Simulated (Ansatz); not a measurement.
Working through a single point in a Gaussian basis of CH₄BF₂NS, SMILES NBC(F)(F)S

With Ansatz's Python interface.

The cells in order, each with its output:

```python
import ansatz as az
```

```python
BASIS = "def2-SVP"
LEVEL = "mp2"
```

```python
ch4bf2ns = (
    az.Crystal.molecule()
    .atom("N", (-0.5237, -1.8026, 0.718))
    .atom("B", (-0.3165, -0.2703, 0.8802))
    .atom("C", (-0.0249, 0.6674, -0.3825))
    .atom("F", (0.0622, -0.0634, -1.5403))
    .atom("F", (-0.9414, 1.6582, -0.463))
    .atom("S", (1.6503, 1.4252, -0.1557))
    .atom("H", (0.2942, -2.1654, 0.2427))
    .atom("H", (-1.3385, -1.8423, 0.0413))
    .atom("H", (-0.3468, 0.2211, 2.0059))
    .atom("H", (1.5682, 2.1211, -1.3436))
)
```

```python
model = ch4bf2ns.calculation().basis(gaussian=BASIS).correlation(LEVEL, electrons="all")
result = model.run(threads=1)
r = result.report
```

    

```python
r["published_state_doubts"]
```

    []

```python
r["positions_ang"]
```

    [[-0.5237, -1.8026, 0.718], [-0.3165, -0.2703, 0.8802], [-0.0249, 0.6674, -0.3825],
     [0.0622, -0.0634, -1.5403], [-0.9414, 1.6582, -0.463], [1.6503, 1.4252, -0.1557],
     [0.2942, -2.1654, 0.2427], [-1.3385, -1.8423, 0.0413], [-0.3468, 0.2211, 2.0059],
     [1.5682, 2.1211, -1.3436]]

```python
r["n_occupied"], r["n_virtual"]
```

    ([28, 28], [80, 80])

```python
print(f"E = {r['free_energy_ev']:.6f} eV = {r['free_energy_ev'] / 27.211386246:.7f} Ha")
print("converged:", r["converged"], " doubts:", r["published_state_doubts"] or "none")
```

    E = -19489.862626 eV = -716.2392408 Ha
    converged: True  doubts: none

```python
parts = r["correlation"]
for name in ("random_phase", "coupled_cluster", "perturbative"):
    if name in parts:
        print(f"{name:16s} {parts[name]['energy']['hartree']:12.7f} Ha")
if "second_order" in parts:
    pair = parts["second_order"]
    print(f"MP2 same spin {pair['same_spin']['hartree']:.7f} Ha, opposite spin {pair['opposite_spin']['hartree']:.7f} Ha")
```

    MP2 same spin -0.2334954 Ha, opposite spin -0.6697651 Ha

```python
state = r["mean_field"]["state"]
print(f"mean field: {state['energy']['hartree']:.7f} Ha, <S^2> = {abs(state['spin_squared']):.4f}, stability: {state.get('stability', {}).get('kind')}")
```

    mean field: -715.3359804 Ha, <S^2> = 0.0000, stability: minimum

Caveats:
- The settings weren't tested for convergence.
- The geometry is a force-field or estimated start, not a minimum of this method, and the basis set is short of its limit.
- S² is that of the Hartree-Fock reference.
- Finished in 2.5 s on 1 thread of Intel(R) Xeon(R) Platinum 8488C (Sapphire Rapids), on a shared host, peak memory 0.26 GiB.

(Lines on the test bed's own set-up are left out of the output.)
